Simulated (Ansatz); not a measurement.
**C₃H₈O₂Sn: one species, many methods**

An exercise on one series of results from a longer session: the logs are not shown, and one member is left open.

The runs use Ansatz 0.2.0, Gaussian basis; functionals in def2-TZVPP, the program's frozen cores in correlated methods.

Levels to be run: PBE-D4, r2SCAN-D4, PBE0-D4, B3LYP-D4, ωB97X-V, ωB97M-V, B2PLYP; CCSD(T)/def2-TZVPP; MP2/def2-QZVPP; extrapolation to the limit.

## Structure used throughout

The geometry comes from an earlier relaxation with PBE0-D4 in a triple-zeta def2 set; it is a stationary point, not always the lowest conformer. Sn takes the def2 core potential; no spin-orbit term is included.

14 atoms, charge 0, spin multiplicity 1.

Atoms are counted from 1 here; the program's logs count them from 0.

Bond lengths: C1–C2 1.518 Å, C1–H7 1.093 Å, C1–H8 1.091 Å, C1–H9 1.094 Å, C2–C3 1.519 Å, C2–O4 1.403 Å, C2–H10 1.100 Å, C3–H11 1.093 Å, C3–H12 1.095 Å, C3–H13 1.093 Å, O4–Sn5 1.972 Å, Sn5–O6 1.983 Å, O6–H14 0.960 Å. Angles: C2–C1–H7 111.1°, C2–C1–H8 110.2°, C2–C1–H9 110.1°, H7–C1–H8 108.6°, H7–C1–H9 108.4°, H8–C1–H9 108.3°, C1–C2–C3 111.3°, C1–C2–O4 109.1°, C1–C2–H10 108.1°, C3–C2–O4 113.5°, C3–C2–H10 107.8°, O4–C2–H10 106.8°, C2–C3–H11 110.9°, C2–C3–H12 110.6°, C2–C3–H13 110.5°, H11–C3–H12 109.5°, H11–C3–H13 107.7°, H12–C3–H13 107.5° and more.

The first run:

Input file in.yaml:

```yaml
crystal:
  periodic: [false, false, false]
  atoms:
    - {symbol: C, position_ang: [-0.055096, 1.671457, -0.676453]}
    - {symbol: C, position_ang: [-0.007503, 0.658986, 0.453904]}
    - {symbol: C, position_ang: [-1.020843, -0.452873, 0.242868]}
    - {symbol: O, position_ang: [1.308936, 0.195271, 0.600538]}
    - {symbol: Sn, position_ang: [2.503372, -1.363243, 0.423617]}
    - {symbol: O, position_ang: [1.259328, -2.841219, -0.023346]}
    - {symbol: H, position_ang: [-1.046016, 2.126322, -0.756092]}
    - {symbol: H, position_ang: [0.678022, 2.461350, -0.506263]}
    - {symbol: H, position_ang: [0.178321, 1.184855, -1.628072]}
    - {symbol: H, position_ang: [-0.268273, 1.177923, 1.388632]}
    - {symbol: H, position_ang: [-0.972735, -1.184393, 1.053611]}
    - {symbol: H, position_ang: [-0.846690, -0.956316, -0.713782]}
    - {symbol: H, position_ang: [-2.035363, -0.047525, 0.220401]}
    - {symbol: H, position_ang: [0.324539, -2.630594, -0.079563]}
basis:
  gaussian: {orbitals: def2-TZVPP}
hamiltonian: {xc: pbe, dispersion: d4}
output: {forces: true, orbitals: {seedname: orbitals}}
```

Launch:

```bash
ansatz run in.yaml --threads 2 --pin off --events-out ev --progress --plain --max-ram 32768MiB --backend cuda --devices 0, --max-vram 18GiB
```

Steps of the session up to this table: PBE-D4 (GGA); r2SCAN-D4 (meta-GGA); PBE0-D4 (hybrid); B3LYP-D4 (hybrid); ωB97X-V (range-separated); ωB97M-V (range-separated); B2PLYP (double hybrid); CCSD(T) in def2-TZVPP; MP2 in def2-QZVPP.

One of the session's tables, all rows but one given; the rest of the session is left out.

| method | atomisation energy (eV) |
| --- | --- |
| PBE-D4 | 56.785 |
| r2SCAN-D4 | 55.628 |
| PBE0-D4 | 55.481 |
| B3LYP-D4 | 55.518 |
| ωB97X-V | 55.616 |
| ωB97M-V | 55.567 |
| B2PLYP | 54.946 |
| HF/def2-TZVPP | 39.496 |
| MP2/def2-TZVPP | 55.128 |
| CCSD/def2-TZVPP | 53.262 |
| CCSD(T)/def2-TZVPP | 54.175 |
| MP2/CBS | ? |
| CCSD(T)/CBS | 55.770 |

Q: Estimate the row for MP2/CBS from the others.

As computed: atomisation energy (eV): 56.723. In the column «atomisation energy (eV)» it lies between CCSD(T)/CBS (55.770) and PBE-D4 (56.785).
